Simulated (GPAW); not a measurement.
Runs of GPAW 26.7.0 on NiMoIrPdW. Symmetry: Cm, No. 8, monoclinic system. The conventional cell has a = 4.689 Å, b = 2.863 Å, c = 11.144 Å, α = 90.00°, β = 101.20°, γ = 90.00°. Ni (site symmetry m) is surrounded by 3 Ir at 2.59 to 2.61 Å and 3 Pd at 2.67 to 2.68 Å and 6 Ni at 2.75 to 2.86 Å. Mo (site symmetry m) is surrounded by 3 Ir at 2.68 Å and 6 Mo at 2.75 to 2.86 Å and 2 W at 2.78 Å. Pd (site symmetry m) has 3 Ni at 2.67 to 2.68 Å and 3 W at 2.74 to 2.75 Å and 6 Pd at 2.75 to 2.86 Å as nearest neighbours. Around Ir (site symmetry m) lie 3 Ni at 2.59 to 2.61 Å and 3 Mo at 2.68 Å and 6 Ir at 2.75 to 2.86 Å. W (site symmetry m) has 3 Pd at 2.74 to 2.75 Å and 6 W at 2.75 to 2.86 Å and 2 Mo at 2.78 Å as nearest neighbours. The cell was built by a generator and needn't be a form met in nature.

| task | level | potentials or basis | k mesh | ranks | eigensolver | band path | band points | mesh quality | gap on the mesh (eV) | pressure (GPa) | moment (μB) | largest force (eV/Å) |
| --- | --- | --- | --- | --- | --- | --- | --- | --- | --- | --- | --- | --- |
| band structure | TPSS | GPAW PAW data sets (gpaw-data 1.2.1), pw | 8 × 8 × 2 | 8 | davidson | GYFLI,I1ZF1,YX1,XGN,MG | 100 | not flagged | - | -5.9 | 0.00 | 0.11 |
| band structure | revPBE | the program's PAW data sets (release 1.2.1) made for this functional, pw | 8 × 8 × 2 | 8 | - | GYFLI,I1ZF1,YX1,XGN,MG | 100 | not flagged | - | 2.7 | 0.00 | 0.11 |
| single point | PBE | GPAW PAW data sets (gpaw-data 1.2.1), pw | 6 × 6 × 2 | - | - | - | - | coarse | none | -0.4 | 0.00 | (a) |
| single point | PBE+D4 | GPAW PAW data sets (gpaw-data 1.2.1), pw | 6 × 6 × 2 | - | - | - | - | coarse | none | -6.2 | 0.00 | 0.24 |
| band structure | AM05 | PAW data sets generated in the run's folder for this functional, pw | 8 × 8 × 2 | 8 | - | GYFLI,I1ZF1,YX1,XGN,MG | 100 | not flagged | - | -10.7 | 0.00 | (b) |

Alike in all rows: spin collinear, ferromagnetic start; cell as given; cutoff (eV) 600; smearing fermi-dirac 0.05 eV.

Q: Fill in the values left out.

A: (a) 0.21; (b) 0.18.

Caveats: some runs use coarse meshes; the stock nickel data set gives pressures a few GPa off other programs; the PAW data sets were made with another functional, which shifts forces and pressure a little (some runs); pairwise dispersion overbinds metals, which lowers pressure and volume (some runs).

A k mesh can miss the band edges, and the runs leave out spin-orbit coupling on Ir, Mo, Pd, W.

A gap of «none» marks a metal or a gap under the smearing width.

Not every run made on this cell is shown here.
